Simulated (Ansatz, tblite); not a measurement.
# Hg6Te4 zinc blende hole sphere (Cl₄Hg₅NiTe₄): rung by rung

Aim: run the triplet of Hg6Te4 zinc blende hole sphere (Cl₄Hg₅NiTe₄) at one geometry on many levels, and compare frontier levels, spin and run time.

Method: as each input shows; program: Ansatz 0.2.0, Gaussian basis.

Levels to be run: GFN1-xTB, GFN2-xTB, PBE-D4/def2-TZVP, r2SCAN-D4/def2-TZVP, revPBE-D4/def2-TZVP, ωB97M-V/def2-TZVP, HSE06-D4/def2-TZVP, PBE+5HF/def2-SVP, PBE+10HF/def2-SVP, PBE+15HF/def2-SVP, PBE+35HF/def2-SVP, PBE+50HF/def2-SVP, PBE-D4/def2-SVP, PBE0-D4/def2-SVP, MP2/def2-SVP, RPA/def2-SVP.

### 1 The geometry

The geometry is that of the triplet, from an earlier relaxation (r2SCAN-D4/def2-SVP).

14 atoms, charge 0, spin multiplicity 3.

Bond lengths: Te1–Ni5 2.569 Å, Te1–Hg7 2.791 Å, Te1–Hg8 2.745 Å, Te2–Hg6 3.061 Å, Te2–Hg7 2.736 Å, Te2–Hg9 2.721 Å, Te3–Ni5 2.540 Å, Te3–Hg6 2.750 Å, Te3–Hg10 2.762 Å, Te4–Hg8 2.747 Å, Te4–Hg9 2.751 Å, Te4–Hg10 2.925 Å, Ni5–Cl11 2.192 Å, Hg6–Cl12 2.385 Å, Hg10–Cl14 2.403 Å. Angles: Ni5–Te1–Hg7 74.6°, Ni5–Te1–Hg8 94.6°, Hg7–Te1–Hg8 76.4°, Hg6–Te2–Hg7 85.8°, Hg6–Te2–Hg9 92.5°, Hg7–Te2–Hg9 77.0°, Ni5–Te3–Hg6 84.2°, Ni5–Te3–Hg10 114.9°, Hg6–Te3–Hg10 108.5°, Hg8–Te4–Hg9 74.8°, Hg8–Te4–Hg10 83.4°, Hg9–Te4–Hg10 89.6°, Te1–Ni5–Te3 130.8°, Te1–Ni5–Cl11 108.3°, Te3–Ni5–Cl11 106.4°, Te2–Hg6–Te3 120.4°, Te2–Hg6–Cl12 97.3°, Te3–Hg6–Cl12 142.2° and more.

Hg, Te take a core potential in the def2 sets. No spin-orbit coupling is included.

PBE0-D4/def2-TZVP was run before; its log isn't repeated, and its numbers join the tables.

### 2 GFN1-xTB

Tight binding, by tblite at 300 K electronic temperature and without a spin-polarisation term:

```python
tblite.interface.Calculator('GFN1-xTB', numbers, positions, charge=0, uhf=2).singlepoint()
```

Energy -1117.4054 eV; 0.049 s.

### 3 GFN2-xTB

Tight binding, by tblite at 300 K electronic temperature and without a spin-polarisation term:

```python
tblite.interface.Calculator('GFN2-xTB', numbers, positions, charge=0, uhf=2).singlepoint()
```

Energy -1080.8929 eV; 0.11 s.

### 4 PBE-D4/def2-TZVP

start.molden holds the orbitals of an earlier run on this state, given as this run's starting guess.

The input, in.yaml:

```yaml
crystal:
  periodic: [false, false, false]
  atoms:
    - {symbol: Te, position_ang: [-1.914798, 2.359700, -1.532752]}
    - {symbol: Te, position_ang: [1.813147, -1.448876, -2.058930]}
    - {symbol: Te, position_ang: [-1.715800, -1.125194, 1.531060]}
    - {symbol: Te, position_ang: [2.167076, 2.079202, 1.966534]}
    - {symbol: Ni, position_ang: [-2.553768, 0.076854, -0.543383]}
    - {symbol: Hg, position_ang: [-0.339881, -2.684937, -0.268237]}
    - {symbol: Hg, position_ang: [0.023536, 0.580889, -2.463761]}
    - {symbol: Hg, position_ang: [0.196603, 2.756113, 0.175582]}
    - {symbol: Hg, position_ang: [2.512361, 0.373384, -0.163466]}
    - {symbol: Hg, position_ang: [0.112542, 0.294112, 3.038684]}
    - {symbol: Cl, position_ang: [-2.547718, -1.401220, -2.161410]}
    - {symbol: Cl, position_ang: [-0.064451, -4.945888, -0.976945]}
    - {symbol: Cl, position_ang: [2.031260, 2.613294, -1.972314]}
    - {symbol: Cl, position_ang: [0.279901, 0.472565, 5.429338]}
basis:
  gaussian: {orbitals: def2-TZVP, fitting: {mean_field: def2-universal-jkfit}, initial_orbitals: start.molden}
magnetization: {spin_polarized: true, initial_magnetization: 2}
hamiltonian: {xc: pbe, dispersion: d4}
scf: {omitted_lower_state_checks: [starts]}
output: {orbitals: {seedname: orbitals}}
```

On the command line:

```sh
$ ansatz run in.yaml --threads 2 --pin off --events-out ev --progress --plain --max-ram 31744MiB --backend cuda --devices 0, --max-vram 18GiB
```

Further steps of the session: r2SCAN-D4/def2-TZVP; revPBE-D4/def2-TZVP; ωB97M-V/def2-TZVP; HSE06-D4/def2-TZVP; PBE+5HF/def2-SVP; PBE+10HF/def2-SVP; PBE+15HF/def2-SVP; PBE+35HF/def2-SVP; PBE+50HF/def2-SVP; PBE-D4/def2-SVP; PBE0-D4/def2-SVP; MP2/def2-SVP; RPA/def2-SVP.

Q: Predict the results of all the runs planned. Wanted: gap in def2-TZVP, named functionals, smallest and largest; gap over the share of exact exchange; correlation energy, MP2/def2-SVP; binding an atom, functionals in def2-TZVP; ⟨S²⟩ in def2-TZVP, named functionals, smallest and largest; PBE0 total energy, smallest basis above largest.

**Answer**, as computed:

| quantity | value |
| --- | --- |
| gap in def2-TZVP, named functionals, smallest and largest | 0.64 eV (PBE-D4), 6.48 eV (ωB97M-V) |
| gap over the share of exact exchange | 0.68 eV at 0, 5.17 eV at 0.5 |
| correlation energy, MP2/def2-SVP | -87.59 eV |
| binding an atom, functionals in def2-TZVP | 1.66 (revPBE-D4) to 1.79 eV (PBE-D4) |
| ⟨S²⟩ in def2-TZVP, named functionals, smallest and largest | 2.006, 2.011 |
| PBE0 total energy, smallest basis above largest | 25.72 eV (def2-SVP, def2-TZVP) |

Over the named functionals in def2-TZVP the gap runs from 0.64 eV (PBE-D4) to 6.48 eV (ωB97M-V); exact exchange widens it. Raising the share of exact exchange from 0 to 0.5 moves the HOMO by -2.12 eV and the LUMO by +2.37 eV. Over the named functionals in def2-TZVP spin contamination reaches 0.01 (HSE06-D4), which is small.
